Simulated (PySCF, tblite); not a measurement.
**C₆H₁₁FO₂Si: geometry, infrared bands and NMR shifts**

Aim: predict the infrared bands and NMR shifts of C₆H₁₁FO₂Si (`C=CC(=O)[Si@@H](F)OC(C)C`).

The runs use tblite 0.8.0 and PySCF 2.14.0, with density-fitted response routines of our own; the level of theory stands in each step. All values are computed, except where a source is named. Atoms count from 0, in the outputs and in this text.

### 1 Starting geometry

21 atoms, charge 0, multiplicity 1; geometry from: force field or distance geometry start.

Bonds of the start (Å): C0–C1 1.34, C1–C2 1.45, C2–O3 1.23, C2–Si4 1.84, Si4–F5 1.70, Si4–O6 1.72, O6–C7 1.39, C7–C8 1.49, C7–C9 1.54, C0–H10 1.07, C0–H11 1.07, C1–H12 1.07, Si4–H13 1.47, C7–H14 1.13, C8–H15 1.10, C8–H16 1.12, C8–H17 1.11, C9–H18 1.10, C9–H19 1.11, C9–H20 1.10.

### 2 Geometry optimisation with GFN2-xTB

Job settings and geometry (Å):

```
{"job": {"kind": "relax", "xc": "GFN2-xTB", "basis": "xTB"}, "charge": 0, "multiplicity": 1}
C      4.386900     0.225100     0.658400
C      3.169100     0.320900     0.101200
C      2.195900    -0.749200     0.243900
O      2.463200    -1.772800     0.876200
Si     0.520300    -0.617000    -0.514300
F     -0.012600    -2.067600    -1.211100
O     -0.676500    -0.186900     0.649900
C     -1.811300     0.120400    -0.090600
C     -2.289700     1.520200     0.085300
C     -2.898700    -0.931000     0.171000
H      4.685000    -0.631000     1.224600
H      5.038900     1.057100     0.513500
H      2.871100     1.189000    -0.448400
H      0.522800     0.455200    -1.517200
H     -1.587500    -0.004600    -1.189900
H     -1.474300     2.158700     0.465900
H     -3.130400     1.590200     0.817700
H     -2.592400     1.907400    -0.913800
H     -3.841600    -0.539600    -0.248200
H     -2.600400    -1.811600    -0.441300
H     -2.946900    -1.216000     1.231000
```

On the command line:

```sh
> OMP_NUM_THREADS=1 python probes_run.py task.json out
```

One launch serves the whole session: the jobs run in the order shown.

**Question.** This job is followed by: GFN2-xTB harmonic vibrations, gas phase; GIAO PBE0/pcSseg-1 NMR shielding, non-relativistic, gas phase. What will the session give for the following? strongest single infrared mode (GFN2-xTB); zero-point energy (GFN2-xTB); 13C shifts against TMS (PBE0/pcSseg-1); 1H shifts against TMS (PBE0/pcSseg-1, means over atoms taken as alike); 17O shifts against H2O (PBE0/pcSseg-1); 29Si shifts against TMS (PBE0/pcSseg-1); 19F shifts against CFCl3 (PBE0/pcSseg-1).

As calculated:

| quantity | value |
| --- | --- |
| strongest single infrared mode (GFN2-xTB) | 2359 cm⁻¹, 227 km/mol |
| zero-point energy (GFN2-xTB) | 99.6 kcal/mol |
| 13C shifts against TMS (PBE0/pcSseg-1) | 228.2, 139.1, 133.7, 72.0, 28.4, 27.9 ppm |
| 1H shifts against TMS (PBE0/pcSseg-1, means over atoms taken as alike) | 7.40, 6.63, 5.86, 4.67, 4.62, 1.51, 1.44 ppm |
| 17O shifts against H2O (PBE0/pcSseg-1) | 802.2, 98.9 ppm |
| 29Si shifts against TMS (PBE0/pcSseg-1) | -59.7 ppm |
| 19F shifts against CFCl3 (PBE0/pcSseg-1) | -161.6 ppm |

Relaxing lowered the energy by 1.194 eV in 283 steps; the close pair that moved most is Si4–O6, from 1.724 to 1.601 Å. The lowest mode is slightly imaginary (8i cm⁻¹), a soft motion within the noise of the Hessian, so the minimum is not strictly shown. The strongest single mode, at 2359 cm⁻¹, moves mainly H13. Unscaled tight-binding wavenumbers are off by several per cent, some by more. Its intensities can rank the bands wrongly. The most deshielded hydrogen is H12 (hydrogen on an α carbon of a C=C–C=O unit), at 7.40 ppm: attached to an sp2 carbon and in the plane of the double bond. At PBE0/pcSseg-1: Shielding is most anisotropic at O3 (span 1767 ppm, paramagnetic term -862 ppm).
